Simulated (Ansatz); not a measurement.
# H3O3STa: up Jacob's ladder to CCSD(T)

The task here is to estimate one member of a computed series from the others.

Program: Ansatz 0.2.0, Gaussian basis. Level of theory: functionals in def2-TZVPP, the program's frozen cores in correlated methods. These are calculated values, not measurements.

The runs, in order: LDA (SPW92), PBE-D4, revPBE-D4, BLYP-D4, r2SCAN-D4, B97M-V, PBE0-D4, B3LYP-D4, r2SCANh-D4, r2SCAN0-D4, HSE06-D4, BHLYP-D4, CAM-B3LYP-D4, LC-ωPBE, ωB97X-V, ωB97M-V, B2PLYP, PBE-QIDH; CCSD(T)/def2-SVP; CCSD(T)/def2-TZVPP; MP2/def2-QZVPP; extrapolation to the limit; RPA on PBE.

### Structure used throughout

All runs share one geometry, relaxed beforehand with PBE0-D4 in a triple-zeta def2 set. Ta takes the def2 core potential; no spin-orbit term is included.

SMILES `[OH][Ta]([OH])([OH])=[S]`, 8 atoms, charge 0, spin multiplicity 1.

Atoms are counted from 1 here; the program's logs count them from 0.

Bond lengths: O1–Ta2 1.894 Å, O1–H6 0.957 Å, Ta2–O3 1.894 Å, Ta2–O4 1.894 Å, Ta2–S5 2.168 Å, O3–H7 0.958 Å, O4–H8 0.958 Å. Angles: Ta2–O1–H6 130.8°, O1–Ta2–O3 108.7°, O1–Ta2–O4 108.7°, O1–Ta2–S5 110.2°, O3–Ta2–O4 108.7°, O3–Ta2–S5 110.2°, O4–Ta2–S5 110.2°, Ta2–O3–H7 130.8°, Ta2–O4–H8 130.8°.

The first run:

File in.yaml:

```yaml
crystal:
  periodic: [false, false, false]
  atoms:
    - {symbol: O, position_ang: [-1.030226, 1.549338, 0.140726]}
    - {symbol: Ta, position_ang: [0.042829, -0.000847, -0.039500]}
    - {symbol: O, position_ang: [0.883948, -0.354571, 1.620183]}
    - {symbol: O, position_ang: [-1.074039, -1.465806, -0.479619]}
    - {symbol: S, position_ang: [1.533010, 0.295435, -1.585915]}
    - {symbol: H, position_ang: [-1.005503, 2.385571, -0.324986]}
    - {symbol: H, position_ang: [1.811149, -0.415845, 1.851164]}
    - {symbol: H, position_ang: [-1.069069, -2.050376, -1.237954]}
basis:
  gaussian: {orbitals: def2-TZVPP}
hamiltonian: {xc: lda}
output: {orbitals: {seedname: orbitals}}
```

On the command line:

```bash
$ ansatz run in.yaml --threads 4 --pin off --events-out ev --progress --plain --max-ram 10444MiB
```

Among the steps run: LDA; PBE-D4 (GGA); revPBE-D4 (GGA); BLYP-D4 (GGA); r2SCAN-D4 (meta-GGA); B97M-V (meta-GGA); B3LYP-D4 (hybrid); r2SCANh-D4 (hybrid); r2SCAN0-D4 (hybrid); HSE06-D4 (hybrid); BHLYP-D4 (hybrid); CAM-B3LYP-D4 (range-separated); LC-ωPBE (range-separated); ωB97X-V (range-separated); ωB97M-V (range-separated); B2PLYP (double hybrid); PBE-QIDH (double hybrid).

One of the session's tables, all rows but one given; the rest of the session is left out.

It belongs to the step «Orbital energies across the functionals». 

| functional | HOMO (eV) | gap (eV) |
| --- | --- | --- |
| LDA (SPW92) | -6.56 | 4.55 |
| PBE-D4 | -6.39 | 4.58 |
| revPBE-D4 | -6.32 | 4.58 |
| BLYP-D4 | -6.20 | 4.52 |
| r2SCAN-D4 | -6.67 | 5.00 |
| B97M-V | -6.66 | 5.10 |
| PBE0-D4 | -7.56 | 6.56 |
| B3LYP-D4 | -7.31 | 6.10 |
| r2SCANh-D4 | -7.10 | 5.74 |
| r2SCAN0-D4 | -7.75 | 6.84 |
| HSE06-D4 | -7.16 | 5.78 |
| BHLYP-D4 | -8.54 | 8.52 |
| CAM-B3LYP-D4 | -8.80 | 8.91 |
| LC-ωPBE | -10.14 | 11.37 |
| ωB97X-V | ? | ? |
| ωB97M-V | -9.66 | 10.71 |

**Question.** Estimate the row for ωB97X-V.

The run gave: HOMO (eV): -9.81; gap (eV): 10.96. In the column «HOMO (eV)» it lies between LC-ωPBE (-10.14) and ωB97M-V (-9.66).
